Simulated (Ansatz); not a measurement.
# Gallium, bcc under PBEsol: structure, energy and stiffness

Aim: take gallium in the bcc structure, relax it, solve it on a dense k-mesh, then scale the cell to 7 volumes from 88 to 112 % of the relaxed one and try a fit of the equation of state. Spin polarisation is left out. The k-meshes are 13×13×13 for the relaxation; 22×22×22 for the dense run; 15×15×15 for the volumes.

Program: Ansatz 0.2.0. Level of theory: DFT PBEsol, plane waves (420 eV) with PAW, scalar-relativistic; PBE-made PAW files. These are calculated values, not measurements.

## Step 1: The system as given

It takes space group Im-3m (No. 229, cubic). The conventional cell has a = 3.397 Å, b = 3.397 Å, c = 3.397 Å, α = 90.00°, β = 90.00°, γ = 90.00°. Ga (site symmetry m-3m) has 8 Ga at 2.94 Å as nearest neighbours.

As a file:

```cif
data_structure
_symmetry_space_group_name_H-M 'P 1'
_symmetry_Int_Tables_number 1
_cell_length_a 2.9416
_cell_length_b 2.9416
_cell_length_c 2.9416
_cell_angle_alpha 109.471
_cell_angle_beta 109.471
_cell_angle_gamma 109.471
_cell_volume 19.59
loop_
_atom_site_label
_atom_site_type_symbol
_atom_site_fract_x
_atom_site_fract_y
_atom_site_fract_z
_atom_site_occupancy
Ga1 Ga 0.00000 0.00000 0.00000 1
```

## Step 2: Relaxing cell and atoms

Input file input.yaml:

```yaml
crystal:
  lattice:
    - [-1.6983540166, 1.6983540166, 1.6983540166]
    - [1.6983540166, -1.6983540166, 1.6983540166]
    - [1.6983540166, 1.6983540166, -1.6983540166]
  atoms:
    - { symbol: Ga, position: [0.0, 0.0, 0.0] }
hamiltonian:
  xc: pbesol
  pseudopotentials:
    kind: paw
    azcp:
      Ga: "pseudopotentials/Ga.paw.azcp"
basis:
  ecutwfc: 420
  fft_grid_basis: typed
kpoints:
  mp_grid: { grid: [13, 13, 13], shift: [0, 0, 0] }
magnetization:
  spin_polarized: false
scf:
  occupations: { method: fermi_dirac, width: 0.1 }
relax:
  max_steps: 60
  f_tol: 0.01
  cell: {}
```

After this run come: Single point on a dense mesh; The cell scaled to 88 % of its volume; The cell scaled to 92 % of its volume; The cell scaled to 96 % of its volume; The cell scaled to 100 % of its volume; The cell scaled to 104 % of its volume; The cell scaled to 108 % of its volume; The cell scaled to 112 % of its volume.

**Question.** What will these runs give? Wanted: space group; conventional cell; volume; shortest distance; gap on the mesh; relative to alpha-Ga; V₀, B₀, B₀′.

**Answer**, as computed:

| quantity | value |
| --- | --- |
| space group (spins left aside) | Im-3m (No. 229) |
| conventional cell | a = 3.301 Å |
| volume | 17.982 Å³/atom |
| shortest distance | 2.859 Å |
| gap on the mesh | none (levels filled in part) |
| relative to alpha-Ga (Cmce) | +38 meV/atom |
| V₀, B₀, B₀′ | 17.925 Å³/atom, 60 GPa, 5.1 |

In words: From the guessed start the volume shrank by 8.2 % in 4 steps. It lies 38 meV/atom above the element's reference form at the same level (alpha-Ga (Cmce), from a run of its own). Levels at the Fermi energy are filled in part, as in a metal. B₀ comes out at 60 GPa. Relaxation kept the symmetry; phonons were not checked.
